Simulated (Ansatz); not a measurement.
Time against size: PBE, supercells of GaAs, on Xeon 6975P-C cores, threads left to the program

Program: Ansatz 0.2.0. No other job shared the machine, and each run was timed once from launch to exit. Hardware: an Intel Xeon 6975P-C node (Granite Rapids, 96 cores, 192 hardware threads, 360 GiB). Times and memory are rounded to two significant figures, and ratios are formed from the unrounded values. A row is a single run, so small differences between rows aren't established. System services beside the runs took up to 5 cores (rounded up). Precision is the program's default, which can work at lower precision in parts of a run.

The smallest member is a 2×2×1 supercell of GaAs (F-43m), atoms displaced at random by about 0.04 Å along each cell vector. Its input:

```yaml
crystal:
  lattice:
    - [0.000000, 5.750182, 5.750182]
    - [5.750182, 0.000000, 5.750182]
    - [2.875091, 2.875091, 0.000000]
  atoms:
    - { symbol: Ga, position: [0.011501, -0.003260, 0.003885] }
    - { symbol: As, position: [0.125721, 0.129108, 0.236206] }
    - { symbol: Ga, position: [-0.002040, 0.496304, -0.010572] }
    - { symbol: As, position: [0.120849, 0.622479, 0.247179] }
    - { symbol: Ga, position: [0.495540, 0.002076, -0.005386] }
    - { symbol: As, position: [0.609270, 0.130857, 0.246145] }
    - { symbol: Ga, position: [0.496344, 0.501320, 0.002262] }
    - { symbol: As, position: [0.625260, 0.620797, 0.251885] }
kpoints:
  mp_grid: { grid: [3, 3, 6] }
hamiltonian:
  xc: pbe
  pseudopotentials: { azcp: { folder: soft_1 } }
scf:
  occupations: { method: fermi_dirac, width: 0.1 }
output: { forces: true }
```

The program chose a cutoff of 420 eV. The folder soft_1 holds one of the program's own sets of PAW files, generated with PBE and used with every functional where the input names it.

Command, without the flags for output files and display:

```bash
ansatz run input.yaml --backend cpu
```

```
atoms  electrons  k mesh  k points  plane waves  dense FFT grid  bands at the start  SCF iterations  threads  wall time  SCF clock  outside it  host memory (GiB)          remarks
    8        112   3×3×6        28         3699        60×60×30                  64               9       96     0.68 s     0.46 s      0.22 s                2.2                 
   16        224   3×3×3        14         7391        60×60×60                 128               9       96      1.2 s     0.90 s      0.26 s                3.7                 
   36        504   2×2×3         8        16715        90×90×60                 288               9       96      2.8 s      2.4 s      0.38 s                8.0                 
   72       1008   2×2×2         8        33453       120×90×90                 576              10       96       12 s       11 s      0.57 s                 32  workers unbound
  128       1792   2×2×2         8        59535     120×120×120                1024              10       96       37 s       36 s       1.0 s                 93  workers unbound
  200       2800   2×2×2         8        92885     144×144×120                1600              10       96      120 s      120 s       2.1 s                200  workers unbound
  360       5040   1×1×2         2       167157     180×180×144                2880              10       96    2.4 min    2.4 min       3.3 s                170  workers unbound
```

The SCF clock is the program's own. It runs from the start of the first SCF loop to the final result and holds forces, stress, later SCFs and response steps. Outside it lie start-up, exit and the set-up ahead of the first loop, which depends on the cell and the method.

Runs at Γ alone can use real arithmetic, which is cheaper than at other k points.

«workers unbound»: the program didn't bind its workers to cores in this run.

The number of k points changes along the series, so the time doesn't follow the size alone.

One k point is too coarse a mesh for the properties of small cells; the series shows cost alone.

Of the smallest member's 0.68 s, 0.22 s lies outside the SCF clock, so the wall time grows less with size than the clocked work: from 8 to 360 atoms the wall time changes by a factor of 210, and the time on the SCF clock by 310. The smallest member has under 2 s on the SCF clock, so these factors are rough.

**Question.** How long does the member with 504 atoms take (1×1×1 mesh, 1 k point, 234185 plane waves, 4032 bands)?

**Answer.** 2.1 min, in 10 SCF iterations, with 72 GiB of host memory. Remarks: workers unbound.
